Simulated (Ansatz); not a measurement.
LiHF₂, space group R-3m: relaxations under a series of pressures, run with the Ansatz DFT code, driven from Python.

The script, `lihf2_compress.py`:
```python
import ansatz as az
import numpy as np

def edges_and_angles(cell):
    cell = np.asarray(cell)
    a, b, c = np.linalg.norm(cell, axis=1)
    cosines = cell[1] @ cell[2] / (b * c), cell[0] @ cell[2] / (a * c), cell[0] @ cell[1] / (a * b)
    return (a, b, c, *np.degrees(np.arccos(cosines)))

lattice = az.Lattice.of(
    (1.46698, 0.84696, 4.36669),
    (-1.46698, 0.84696, 4.36669),
    (0.0, -1.69393, 4.36669),
)
sites = [
    ("Li", (0.0, 0.0, 0.0)),
    ("H", (0.5, 0.5, 0.5)),
    ("F", (0.4133, 0.4133, 0.4133)),
    ("F", (0.5867, 0.5867, 0.5867)),
]
cell = az.Crystal(lattice=lattice)
for symbol, position in sites:
    cell = cell.atom(symbol, position)

calculation = (
    cell.calculation()
    .occupations("Fixed")
    .functional("r2scan")
    .basis(24 * az.Ha)
    .kpoints(8, 8, 8)
)

rows = []
for pressure in [0, 10, 20, 30, 40]:
    done = calculation.relax(cell=True, pressure=pressure).run()
    cell = done.lattice.cell_ang
    n_atoms = len(done.lattice.sites)
    volume = abs(np.linalg.det(cell)) / n_atoms
    enthalpy = done.report["free_energy_ev"] / n_atoms + pressure * volume / 160.21766
    rows.append((pressure, volume, enthalpy, *edges_and_angles(cell)))
    print(f"{pressure} GPa done: {volume:.4f} A^3/atom")

print(" P (GPa)  V (A^3/atom)  H (eV/atom)     a       b       c")
for row in rows:
    print("{:8.1f} {:12.4f} {:14.5f} {:7.4f} {:7.4f} {:7.4f}".format(*row[:6]))
p, v = np.array([row[0] for row in rows], float), np.array([row[1] for row in rows])
print("mean bulk modulus between rows (GPa):", np.round(-np.diff(p) / np.diff(np.log(v)), 1))
```

Its results, one of them left out:

| P (GPa) | relaxed V (Å³/atom) |
| --- | --- |
| 0 | 8.275 |
| 10 | 7.159 |
| 20 | 6.540 |
| 30 | 6.115 |
| 40 | ? |

What volume does the cell relax to at 40 GPa?

Murnaghan's form V = V0 (1 + B' P / B0)^(-1/B') through the 4 rows shown gives V0 = 8.275 Å³, B0 = 51.1 GPa and B' = 4.00, and so 5.803 Å³ an atom at 40 GPa. The run gave 5.795 Å³, 0.14 % away.

At a fixed pressure a relaxation lowers the enthalpy F + PV, while F alone can rise. This cell is a computed structure, which may not be the phase found in nature. Symmetry holds the cell in this phase, whether or not it is the stable one at each pressure. Run time: 120 s on 1 thread of Intel(R) Xeon(R) Processor @ 2.30GHz (shared host), peak memory 0.67 GiB.
